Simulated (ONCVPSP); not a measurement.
**Pseudopotential generation for cobalt: ONCV, PBE**

Task: generate the file, and judge it by its errors in other configurations, its logarithmic derivatives, its ghosts and its cutoff.

Method: ONCVPSP 4.0.1, PBE, scalar-relativistic.

1 further run of the same task is left out (it didn't finish).

### Step 1. Settings

The settings as typed:

```json
{
 "element": "cobalt (Co, Z = 27)",
 "type": "optimised norm-conserving Vanderbilt (ONCV)",
 "frozen core": "[Ne] 3s2",
 "valence charge": "15",
 "reference configuration": "3p6 3d7 4s2",
 "partial waves": "4s: rc 2.30 bohr, ncon 4, nbas 7, qcut 2.6 1/bohr, 3 projectors, debl 3.1 Ha; 3p: rc 1.00 bohr, ncon 4, nbas 8, qcut 14.7 1/bohr, 1 projector; 3d: rc 1.40 bohr, ncon 4, nbas 8, qcut 13 1/bohr, 2 projectors, debl 2.9 Ha; f scattering state at 0.09 Ha: rc 1.75 bohr, ncon 4, nbas 8, qcut 6.1 1/bohr, 1 projector",
 "local potential": "polynomial inside 0.95 bohr (lpopt 5, dvloc0 4 Ha)",
 "core correction": "Teter function fitted to the true core (icmod 2), fcfact 0.35"
}
```

An earlier all-electron run gives the scale for the radii.

All-electron outer shells of the reference configuration (PBE, scalar-relativistic, ld1.x):

| shell | level (eV) | outermost node (bohr) | outermost maximum (bohr) |
| --- | --- | --- | --- |
| 3s | -102.40 | 0.31 | 0.66 |
| 3p | -65.64 | 0.28 | 0.68 |
| 3d | -8.20 | – | 0.66 |
| 4s | -5.47 | 0.96 | 2.32 |
| 4p | -1.28 | 1.05 | 3.25 |

### Step 2. Generation

Input file Co.dat:

```
# ATOM AND REFERENCE CONFIGURATION
# atsym  z   nc   nv     iexc    psfile
  Co 27.00    4    3        4      upf
#
#   n    l    f
    1    0    2.00
    2    0    2.00
    2    1    6.00
    3    0    2.00
    3    1    6.00
    3    2    7.00
    4    0    2.00
#
# PSEUDOPOTENTIAL AND OPTIMIZATION
# lmax
    3
#
#   l,   rc,      ep,       ncon, nbas, qcut
    0    2.30    0.00    4    7    2.60
    1    1.00    0.00    4    8   14.70
    2    1.40    0.00    4    8   13.00
    3    1.75    0.09    4    8    6.10
#
# LOCAL POTENTIAL
# lloc, lpopt,  rc(5),   dvloc0
    4    5    0.95    4.00
#
# VANDERBILT-KLEINMAN-BYLANDER PROJECTORs
# l, nproj, debl
    0    3    3.10
    1    1    3.90
    2    2    2.90
    3    1    0.50
#
# MODEL CORE CHARGE
# icmod, fcfact, rcfact
    2    0.35    1.05
#
# LOG DERIVATIVE ANALYSIS
# epsh1, epsh2, depsh
   -4.00    5.00    0.02
#
# OUTPUT GRID
# rlmax, drl
    6.00    0.01
#
# TEST CONFIGURATIONS
# ncnf
    4
# nvcnf
#   n    l    f
    3
    3    1    6.00
    3    2    7.00
    4    0    1.00
#
    3
    3    1    6.00
    3    2    7.00
    4    0    0.00
#
    3
    3    1    6.00
    3    2    6.00
    4    0    0.00
#
    3
    3    1    6.00
    3    2    8.00
    4    0    0.00
#
```

Launch:

```bash
$ oncvpsp.x < Co.dat > Co.out
```

What does the calculation give? Wanted: cutoffs for 1 and 0.1 mHa per electron, occupied waves; bound ghosts; GHOST(+) flags; largest test error; largest phase difference near zero energy, channels read; rms error of d²Exc/dn², without and with the model core.

**Answer**, as computed:

| quantity | value |
| --- | --- |
| cutoffs for 1 and 0.1 mHa per electron, occupied waves | 58 Ha and 74 Ha |
| bound ghosts | none found |
| GHOST(+) flags | s at 120 eV |
| largest test error (AE − PS) | +68 meV, for 3p6 3d6 4s0 |
| largest phase difference near zero energy, channels read | 0.001 rad |
| rms error of d²Exc/dn², without and with the model core | 3.70 and 1.68 mHa |

What this shows: The worst unpolarised test, 3p6 3d6 4s0, is off by 68 meV on 61.7 eV; by total energies transferability rates as fair. That test lies far up in energy; among those under 40 eV, nearer to bonding, the largest error is 54 meV. It counts as hard, with 58 Ha needed at the looser tolerance. It is free of bound ghosts as far as tested. Near zero energy the phases of the channels with partial waves agree within 0.001 rad. The program also flags highly localised states, GHOST(+) (s).
